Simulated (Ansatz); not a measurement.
# FGeH₅OSi: up Jacob's ladder to CCSD(T)

One table from this session's results is given with a row withheld; the runs are named, their logs left out.

Program: Ansatz 0.2.0, Gaussian basis. Level of theory: functionals in def2-TZVPP, the program's frozen cores in correlated methods. These are calculated values, not measurements.

The runs, in order: LDA (SPW92), PBE-D4, revPBE-D4, BLYP-D4, r2SCAN-D4, B97M-V, PBE0-D4, B3LYP-D4, r2SCANh-D4, r2SCAN0-D4, HSE06-D4, BHLYP-D4, CAM-B3LYP-D4, LC-ωPBE, ωB97X-V, ωB97M-V, B2PLYP, PBE-QIDH; CCSD(T)/def2-SVP; CCSD(T)/def2-TZVPP; MP2/def2-QZVPP; extrapolation to the limit; RPA on PBE.

### The relaxed structure

The geometry comes from an earlier relaxation with PBE0-D4 in a triple-zeta def2 set; it is a stationary point, not always the lowest conformer.

9 atoms, charge 0, spin multiplicity 1.

Atoms are counted from 1 here; the program's logs count them from 0.

Bond lengths: F1–Ge2 1.735 Å, Ge2–O3 1.752 Å, Ge2–H5 1.527 Å, Ge2–H6 1.532 Å, O3–Si4 1.642 Å, Si4–H7 1.484 Å, Si4–H8 1.489 Å, Si4–H9 1.484 Å. Angles: F1–Ge2–O3 106.4°, F1–Ge2–H5 107.6°, F1–Ge2–H6 106.3°, O3–Ge2–H5 107.7°, O3–Ge2–H6 110.5°, H5–Ge2–H6 117.7°, Ge2–O3–Si4 135.5°, O3–Si4–H7 110.6°, O3–Si4–H8 110.4°, O3–Si4–H9 107.8°, H7–Si4–H8 109.0°, H7–Si4–H9 109.6°, H8–Si4–H9 109.5°.

The first run:

in.yaml reads:

```yaml
crystal:
  periodic: [false, false, false]
  atoms:
    - {symbol: F, position_ang: [-0.320911, 2.199133, -0.801381]}
    - {symbol: Ge, position_ang: [-0.724872, 0.581818, -1.283446]}
    - {symbol: O, position_ang: [0.362889, -0.480198, -0.412549]}
    - {symbol: Si, position_ang: [0.750163, -0.722654, 1.165069]}
    - {symbol: H, position_ang: [-0.409385, 0.450237, -2.771802]}
    - {symbol: H, position_ang: [-2.172191, 0.349376, -0.838512]}
    - {symbol: H, position_ang: [1.861370, 0.172714, 1.573593]}
    - {symbol: H, position_ang: [-0.429460, -0.459387, 2.034885]}
    - {symbol: H, position_ang: [1.170797, -2.137238, 1.317144]}
basis:
  gaussian: {orbitals: def2-TZVPP}
hamiltonian: {xc: lda}
output: {orbitals: {seedname: orbitals}}
```

Steps of the session up to this table: LDA; PBE-D4 (GGA); revPBE-D4 (GGA); BLYP-D4 (GGA); r2SCAN-D4 (meta-GGA); B97M-V (meta-GGA); PBE0-D4 (hybrid); B3LYP-D4 (hybrid); r2SCANh-D4 (hybrid); r2SCAN0-D4 (hybrid); HSE06-D4 (hybrid); BHLYP-D4 (hybrid); CAM-B3LYP-D4 (range-separated); LC-ωPBE-D4 (range-separated; the results give it without D4); ωB97X-V (range-separated); ωB97M-V (range-separated); B2PLYP (double hybrid); PBE-QIDH (double hybrid).

One of the session's tables, all rows but one given; the rest of the session is left out.

It belongs to the step «Frontier levels by functional». 

| functional | HOMO (eV) | gap (eV) |
| --- | --- | --- |
| LDA (SPW92) | -7.49 | 6.16 |
| PBE-D4 | -7.41 | 6.37 |
| revPBE-D4 | -7.37 | 6.46 |
| BLYP-D4 | -7.33 | 6.41 |
| r2SCAN-D4 | -7.77 | 7.12 |
| B97M-V | -7.90 | 7.01 |
| PBE0-D4 | ? | ? |
| B3LYP-D4 | -8.65 | 8.28 |
| r2SCANh-D4 | -8.31 | 7.96 |
| r2SCAN0-D4 | -9.11 | 9.20 |
| HSE06-D4 | -8.46 | 7.95 |
| BHLYP-D4 | -10.26 | 11.01 |
| CAM-B3LYP-D4 | -10.29 | 11.15 |
| LC-ωPBE | -11.63 | 13.72 |
| ωB97X-V | -11.31 | 13.22 |
| ωB97M-V | -11.16 | 12.78 |

Estimate the missing values for PBE0-D4.

The run gave: HOMO (eV): -8.86; gap (eV): 8.72. In the column «HOMO (eV)» it lies between r2SCAN0-D4 (-9.11) and B3LYP-D4 (-8.65).
